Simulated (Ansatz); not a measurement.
**C₂H₆O₂Si₂: how energies converge with the basis set**

The task here is to estimate one member of a computed series from the others.

Method: one geometry, several basis sets; program: Ansatz 0.2.0, Gaussian basis.

Plan: PBE0-D4/def2-SVP; ωB97M-V/def2-SVP; PBE0-D4/def2-QZVPP; ωB97M-V/def2-QZVPP; CCSD(T)/cc-pV(D+d)Z; CCSD(T)/cc-pV(T+d)Z; MP2/cc-pV(Q+d)Z; the functionals' def2-TZVPP values are taken from earlier runs.

## Structure used throughout

The geometry comes from an earlier relaxation with PBE0-D4 in a triple-zeta def2 set; it is a stationary point, not always the lowest conformer.

SMILES `O[SiH](O)C#C[SiH3]`, 12 atoms, charge 0, spin multiplicity 1.

Atoms are counted from 1 here; the program's logs count them from 0.

Bond lengths: O1–Si2 1.635 Å, O1–H7 0.958 Å, Si2–O3 1.634 Å, Si2–C4 1.835 Å, Si2–H8 1.469 Å, O3–H9 0.958 Å, C4–C5 1.215 Å, C5–Si6 1.826 Å, Si6–H10 1.483 Å, Si6–H11 1.483 Å, Si6–H12 1.483 Å. Angles: Si2–O1–H7 118.3°, O1–Si2–O3 114.5°, O1–Si2–C4 108.0°, O1–Si2–H8 106.9°, O3–Si2–C4 108.6°, O3–Si2–H8 106.1°, C4–Si2–H8 112.8°, Si2–O3–H9 118.6°, Si2–C4–C5 179.0°, C4–C5–Si6 179.4°, C5–Si6–H10 109.0°, C5–Si6–H11 109.1°, C5–Si6–H12 109.2°, H10–Si6–H11 109.9°, H10–Si6–H12 109.7°, H11–Si6–H12 109.9°.

Geometry (Å):

```xyz
12

O     0.4904   -2.2172    1.8318
Si   -0.7954   -1.3632    1.2934
O    -1.5452   -0.4727    2.4399
C    -0.2129   -0.2375   -0.0329
C     0.1870    0.5165   -0.8978
Si    0.7747    1.6432   -2.2097
H     1.3545   -1.8053    1.8003
H    -1.7881   -2.3372    0.8186
H    -1.1831    0.3856    2.6630
H     0.9711    2.9960   -1.6335
H    -0.2373    1.6989   -3.2917
H     2.0613    1.1377   -2.7472
```

Set-up of the first run:

Contents of in.yaml:

```yaml
crystal:
  periodic: [false, false, false]
  atoms:
    - {symbol: O, position_ang: [0.490365, -2.217234, 1.831842]}
    - {symbol: Si, position_ang: [-0.795445, -1.363189, 1.293428]}
    - {symbol: O, position_ang: [-1.545208, -0.472731, 2.439864]}
    - {symbol: C, position_ang: [-0.212937, -0.237518, -0.032929]}
    - {symbol: C, position_ang: [0.187004, 0.516459, -0.897836]}
    - {symbol: Si, position_ang: [0.774716, 1.643233, -2.209716]}
    - {symbol: H, position_ang: [1.354525, -1.805257, 1.800267]}
    - {symbol: H, position_ang: [-1.788052, -2.337203, 0.818608]}
    - {symbol: H, position_ang: [-1.183103, 0.385635, 2.662991]}
    - {symbol: H, position_ang: [0.971090, 2.995969, -1.633480]}
    - {symbol: H, position_ang: [-0.237332, 1.698920, -3.291739]}
    - {symbol: H, position_ang: [2.061278, 1.137717, -2.747202]}
basis:
  gaussian: {orbitals: def2-SVP}
hamiltonian: {xc: pbe0, dispersion: d4}
output: {orbitals: {seedname: orbitals}}
```

Command:

```bash
ansatz run in.yaml --threads 2 --pin off --events-out ev --progress --plain --max-ram 22528MiB --backend cpu
```

Among the steps run: PBE0-D4 in def2-SVP; ωB97M-V in def2-SVP; PBE0-D4 in def2-QZVPP; ωB97M-V in def2-QZVPP.

One of the session's tables, all rows but one given; the rest of the session is left out.

```
functional       basis  HOMO (eV)
   PBE0-D4    def2-SVP      -8.28
   PBE0-D4  def2-TZVPP      -8.35
   PBE0-D4  def2-QZVPP          ?
   ωB97M-V    def2-SVP     -10.49
   ωB97M-V  def2-TZVPP     -10.58
   ωB97M-V  def2-QZVPP     -10.60
```

Estimate the missing values for PBE0-D4, def2-QZVPP.

The run gave: HOMO (eV): -8.37. In the column «HOMO (eV)» it lies between ωB97M-V, def2-SVP (-10.49) and PBE0-D4, def2-TZVPP (-8.35).
